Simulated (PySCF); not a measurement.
# C2H11B2N: the cost of one run

Computed with PySCF 2.14.0, with density-fitted response routines of our own, on a single molecule in the gas phase. Atoms are numbered from 0 throughout.

### 1 The starting structure

16 atoms, charge 0, multiplicity 1; geometry from: GFN2-xTB. The atoms were then displaced at random by about 0.01 Å, so the start is not that level's minimum.

Bonds of the start (Å): B0–N1 1.76, N1–B2 1.46, B2–C3 1.57, B2–C4 1.57, B0–H5 1.16, B0–H6 1.21, B0–H7 1.17, N1–H8 1.01, N1–H9 1.02, C3–H10 1.11, C3–H11 1.10, C3–H12 1.05, C4–H13 1.11, C4–H14 1.08, C4–H15 1.07.

### 2 Geometry optimisation at PBE0-D3(BJ)/def2-SVP

Job settings and geometry (Å):

```
{"job": {"xc": "PBE0", "basis": "def2-SVP", "d3": "d3bj", "grid": 1, "shake": 0.01, "kind": "geom"}, "charge": 0, "multiplicity": 1}
B      1.932910    -0.439370    -0.404210
N      0.702810    -0.285580     0.841640
B     -0.557220     0.087900     0.199600
C     -0.831530     1.630070     0.077160
C     -1.504070    -1.043620    -0.330760
H      2.875620    -0.755950     0.189710
H      2.027990     0.667060    -0.881700
H      1.530540    -1.223940    -1.176400
H      0.771860    -1.201010     1.263070
H      1.146970     0.400190     1.452630
H     -1.775640     1.839970    -0.476180
H     -0.972970     2.089060     1.069230
H     -0.068200     2.158450    -0.411950
H     -2.522200    -0.924430     0.094620
H     -1.615360    -0.969070    -1.400290
H     -1.160570    -2.032100    -0.095440
```

Launch:

```console
OMP_NUM_THREADS=1 python probes_run.py task.json out
```

The driver reads the jobs from task.json and runs them one after another.

Q: Estimate the wall time and peak memory of this first job on 1 thread of Arm Neoverse V2, shared host.

About 2.2 min, with a peak of 0.51 GiB.
